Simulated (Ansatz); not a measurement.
# Si3C2: the cost of one run

Computed with Ansatz 0.2.0 (DFT PBE, scalar-relativistic, plane waves, PAW, unless a step's input says otherwise).

## (1) Starting point

It takes space group P6_3/mmc (No. 194, hexagonal). Conventional cell: a = 2.704 Å, b = 2.704 Å, c = 22.494 Å, α = 90.00°, β = 90.00°, γ = 120.00°. Si (site symmetry -6m2) is surrounded by 12 Si at 2.70 to 2.74 Å. Si (site symmetry 3m) has 9 Si at 2.70 to 2.74 Å and 3 C at 2.74 Å as nearest neighbours. C (site symmetry 3m) has 9 C at 2.70 to 2.74 Å and 3 Si at 2.74 Å as nearest neighbours.

Structure file:

```cif
data_structure
_symmetry_space_group_name_H-M 'P6_3/mmc'
_symmetry_Int_Tables_number 194
_cell_length_a 2.7040
_cell_length_b 2.7040
_cell_length_c 22.4936
_cell_angle_alpha 90.000
_cell_angle_beta 90.000
_cell_angle_gamma 120.000
_cell_volume 142.43
loop_
_atom_site_label
_atom_site_type_symbol
_atom_site_symmetry_multiplicity
_atom_site_Wyckoff_symbol
_atom_site_fract_x
_atom_site_fract_y
_atom_site_fract_z
_atom_site_occupancy
Si1 Si 2 c 0.33333 0.66667 0.25000 1
Si2 Si 4 f 0.33333 0.66667 0.65000 1
C1 C 4 f 0.33333 0.66667 0.05000 1
```

The start is an ordering of an alloy on its end members' structure types: elements ordered on the sites of the Ni type, Si/C on Ni (P6_3/mmc, No. 194).

## (2) The guess as it stands, on a coarse mesh

input.yaml reads:

```yaml
crystal:
  lattice:
    - [2.70402172, 0.0, 0.0]
    - [-1.35201086, 2.3417515, 0.0]
    - [0.0, 0.0, 22.49358253]
  atoms:
    - { symbol: Si, position: [0.33333333, 0.66666667, 0.25] }
    - { symbol: Si, position: [0.33333333, 0.66666667, 0.65] }
    - { symbol: Si, position: [0.33333333, 0.66666667, 0.85] }
    - { symbol: Si, position: [0.66666667, 0.33333333, 0.15] }
    - { symbol: Si, position: [0.66666667, 0.33333333, 0.35] }
    - { symbol: Si, position: [0.66666667, 0.33333333, 0.75] }
    - { symbol: C, position: [0.33333333, 0.66666667, 0.05] }
    - { symbol: C, position: [0.33333333, 0.66666667, 0.45] }
    - { symbol: C, position: [0.66666667, 0.33333333, 0.55] }
    - { symbol: C, position: [0.66666667, 0.33333333, 0.95] }
basis:
  ecutwfc: 420
kpoints:
  mp_grid: { grid: [6, 6, 1] }
hamiltonian:
  xc: pbe
scf:
  occupations: { method: gaussian, width: 0.1 }
  lower_state_search: "off"
output:
  forces: true
  stress: true
  eigenvalues: true
```

Launch:

```console
ansatz run input.yaml --threads 1 --pin off --max-ram 2560MiB --backend cpu --events-out ev --progress --plain --runs-dir out
```

Q: Estimate wall time and peak memory on 1 thread of Intel Xeon at 2.70GHz, shared host.

About 3.1 s, with a peak of 0.38 GiB.
